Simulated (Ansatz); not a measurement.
# TaRu: the cost of one run

Program: Ansatz 0.2.0. Level of theory: DFT r2SCAN, scalar-relativistic, plane waves, PAW. These are calculated values, not measurements.

### 1 The structure to begin with

It takes space group P4/mmm (No. 123, tetragonal). Conventional cell: a = 3.053 Å, b = 3.053 Å, c = 3.389 Å, α = 90.00°, β = 90.00°, γ = 90.00°. Ta (site symmetry 4/mmm) has 8 Ru at 2.74 Å and 4 Ta at 3.05 Å in its first shell of neighbours. Ru (site symmetry 4/mmm) is surrounded by 8 Ta at 2.74 Å and 4 Ru at 3.05 Å.

As a file:

```xyz
2
Lattice="3.0530 0.0000 0.0000 0.0000 3.0530 0.0000 0.0000 0.0000 3.3890" Properties=species:S:1:pos:R:3 pbc="T T T"
Ta    1.5265    1.5265    1.6945
Ru    0.0000    0.0000    0.0000
```

No relaxation comes first: the listed cell is the starting point.

### 2 The reference cell

Reference values: F = -15835.7392 eV; pressure -1.30 GPa; largest force 0.000 eV/Å; gap on the mesh none (metal). It was computed beforehand with the settings of the runs below.

### 3 The scan: a tetragonal deformation path

At fixed volume and fractional coordinates, lengths along (0.000, 0.000, 1.000) are scaled against those across it; ρ is that ratio over its starting value.

### 4 ρ = 0.850

input.yaml reads:

```yaml
crystal:
  lattice:
    - [3.2229519371, 0.0, 0.0]
    - [0.0, 3.2229519371, 0.0]
    - [0.0, 0.0, 3.0410076966]
  atoms:
    - { symbol: Ta, position: [0.5, 0.5, 0.5] }
    - { symbol: Ru, position: [0.0, 0.0, 0.0] }
basis:
  ecutwfc: 500
kpoints:
  mp_grid: { grid: [18, 18, 16] }
hamiltonian:
  xc: r2scan
scf:
  occupations: { method: gaussian, width: 0.15 }
output:
  forces: true
  stress: true
  eigenvalues: true
```

The run is started by

```
$ ansatz run input.yaml --threads 1 --pin off --max-ram 2560MiB --backend cpu --events-out ev --progress --plain --runs-dir out
```

What time and memory should one allow on 1 thread of Intel Xeon Platinum 8488C (Sapphire Rapids), shared host?

About 26 s, with a peak of 0.68 GiB.
